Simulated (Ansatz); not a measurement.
# CH3Cu (SMILES [CH3][Cu]): single points off equilibrium

How do the functionals fare away from a minimum? The structure is a structure displaced at random from a GFN2-xTB minimum.

Computed with Ansatz 0.2.0, Gaussian basis. Level: single points in def2-TZVPP.

Cores are frozen in the correlated methods. The 3s and 3p shells of Cu and Zn are frozen; filled d shells are correlated.

### 1 Starting geometry

SMILES `[CH3][Cu]`, 5 atoms, charge 0, spin multiplicity 1.

Atoms are counted from 1 here; the program's logs count them from 0.

Bond lengths: C1–Cu2 1.981 Å, C1–H3 0.996 Å, C1–H4 1.125 Å, C1–H5 1.067 Å. Angles: Cu2–C1–H3 111.9°, Cu2–C1–H4 111.4°, Cu2–C1–H5 110.5°, H3–C1–H4 105.4°, H3–C1–H5 109.3°, H4–C1–H5 108.2°.

Coordinates:

```tsv
atom	x (Å)	y (Å)	z (Å)
C1	-0.1622	-0.0155	-0.0462
Cu2	1.7062	-0.0237	0.6114
H3	-0.6836	-0.7864	0.3079
H4	-0.2035	-0.1165	-1.1659
H5	-0.6500	0.8944	0.2250
```

### 2 CCSD(T)/def2-TZVPP

run/in.yaml reads:

```yaml
crystal:
  periodic: [false, false, false]
  atoms:
    - {symbol: C, position_ang: [-0.162200, -0.015500, -0.046200]}
    - {symbol: Cu, position_ang: [1.706200, -0.023700, 0.611400]}
    - {symbol: H, position_ang: [-0.683600, -0.786400, 0.307900]}
    - {symbol: H, position_ang: [-0.203500, -0.116500, -1.165900]}
    - {symbol: H, position_ang: [-0.650000, 0.894400, 0.225000]}
basis:
  gaussian: {orbitals: def2-TZVPP}
correlation: {method: ccsd_t, frozen_orbitals: {C: 1, Cu: 9, H: 0}}
output: {forces: true}
```

No record of the launch command was kept for these runs.

### 3 PBE0-D4/def2-TZVPP

Changes to run/in.yaml since step 2:

```diff
@@ -10,3 +10,3 @@
   gaussian: {orbitals: def2-TZVPP}
-correlation: {method: ccsd_t, frozen_orbitals: {C: 1, Cu: 9, H: 0}}
-output: {forces: true}
+hamiltonian: {xc: pbe0, dispersion: d4}
+output: {forces: true, orbitals: {seedname: orbitals}}
```

### 4 wB97M-V/def2-TZVPP

Changes to run/in.yaml since step 3:

```diff
@@ -10,3 +10,3 @@
   gaussian: {orbitals: def2-TZVPP}
-hamiltonian: {xc: pbe0, dispersion: d4}
-output: {forces: true, orbitals: {seedname: orbitals}}
+hamiltonian: {xc: {name: wB97M-V}}
+output: {forces: true}
```

### 5 r2SCAN-D4/def2-TZVPP

Changes to run/in.yaml since step 4:

```diff
@@ -10,3 +10,3 @@
   gaussian: {orbitals: def2-TZVPP}
-hamiltonian: {xc: {name: wB97M-V}}
+hamiltonian: {xc: r2scan, dispersion: d4}
 output: {forces: true}
```

### 6 PBE-D4/def2-TZVPP

Changes to run/in.yaml since step 5:

```diff
@@ -10,3 +10,3 @@
   gaussian: {orbitals: def2-TZVPP}
-hamiltonian: {xc: r2scan, dispersion: d4}
+hamiltonian: {xc: pbe, dispersion: d4}
 output: {forces: true}
```

### 7 revPBE-D4/def2-TZVPP

Changes to run/in.yaml since step 6:

```diff
@@ -10,3 +10,3 @@
   gaussian: {orbitals: def2-TZVPP}
-hamiltonian: {xc: pbe, dispersion: d4}
+hamiltonian: {xc: {name: revPBE}, dispersion: d4}
 output: {forces: true}
```

### 8 BLYP-D4/def2-TZVPP

Changes to run/in.yaml since step 7:

```diff
@@ -10,3 +10,3 @@
   gaussian: {orbitals: def2-TZVPP}
-hamiltonian: {xc: {name: revPBE}, dispersion: d4}
+hamiltonian: {xc: {name: BLYP}, dispersion: d4}
 output: {forces: true}
```

(Steps that only read results are left out.)

**Question.** What will these runs give? Wanted: energy less free atoms, CCSD(T)/def2-TZVPP; RMS force component; RMS force error; HOMO and LUMO, PBE0-D4; T1 diagnostic.

**Answer**, as computed:

| quantity | value |
| --- | --- |
| energy less free atoms, CCSD(T)/def2-TZVPP | -1462.5 kJ/mol |
| RMS force component | 1.603 to 1.679 eV/Å over the methods |
| RMS force error | PBE0-D4 0.020, wB97M-V 0.040, r2SCAN-D4 0.096, PBE-D4 0.112, revPBE-D4 0.118, BLYP-D4 0.114 eV/Å |
| HOMO and LUMO, PBE0-D4 | -6.29 and -1.84 eV |
| T1 diagnostic | 0.031 |

**Reading.** Against CCSD(T) the functionals' energies less atoms differ by -62.7 to -25.3 kJ/mol, PBE-D4 by -62.7 kJ/mol. The reference is not at the basis limit: in triple zeta CCSD(T) underbinds, which counts against methods that bind more; the gaps are no ranking. On forces the order runs from PBE0-D4 to revPBE-D4. Frozen-core CCSD(T) forces in triple zeta carry basis errors of their own, and this is one geometry, so small gaps rank nothing. The T1 diagnostic is large here, over the usual mark for main-group molecules (transition-metal compounds often pass it harmlessly), so CCSD(T) itself may be off.
